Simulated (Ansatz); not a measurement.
# TiH+ (quintet): the correlation ladder, def2-TZVPP

An exercise on one series of results from a longer session: the logs are not shown, and one member is left open.

Method: def2-TZVPP, core rule «outside noble gas», up to 9 orbitals frozen; program: Ansatz 0.2.0, Gaussian basis.

Plan: UHF; ROHF; CCSD(T) on UHF.

## What is computed

The geometry is a PBE0/def2-TZVP stationary point (not a proven minimum) of the parent state, kept for this charge and spin.

2 atoms, charge 1, spin multiplicity 5.

Atoms are counted from 1 here; the program's logs count them from 0.

Bond lengths: Ti1–H2 1.754 Å.

The first run:

Contents of in.yaml:

```yaml
crystal:
  periodic: [false, false, false]
  atoms:
    - {symbol: Ti, position_ang: [0.000000, 0.000000, 0.000000]}
    - {symbol: H, position_ang: [0.000000, 0.000000, 1.753968]}
basis:
  gaussian: {orbitals: def2-TZVPP}
total_charge: 1
magnetization: {spin_polarized: true, initial_magnetization: 4}
hamiltonian: {xc: hf}
output: {orbitals: {seedname: orbitals}}
```

The run is started by

```bash
$ ansatz run in.yaml --threads 1 --pin off --events-out ev --progress --plain --max-ram 2816MiB --backend cpu
```

Steps of the session up to this table: UHF; ROHF; CCSD(T) on UHF.

One of the session's tables, all rows but one given; the rest of the session is left out.

It belongs to the step «Misses and costs». 

```
  method  from UCCSD(T) (kJ/mol)
    ROHF                       ?
     UHF                   +86.8
    UMP2                   +19.9
   UCCSD                    +1.3
UCCSD(T)                       0
```

Q: Estimate the row for ROHF from the others.

As computed: from UCCSD(T) (kJ/mol): +96.7. In the column «from UCCSD(T) (kJ/mol)» it is the highest.
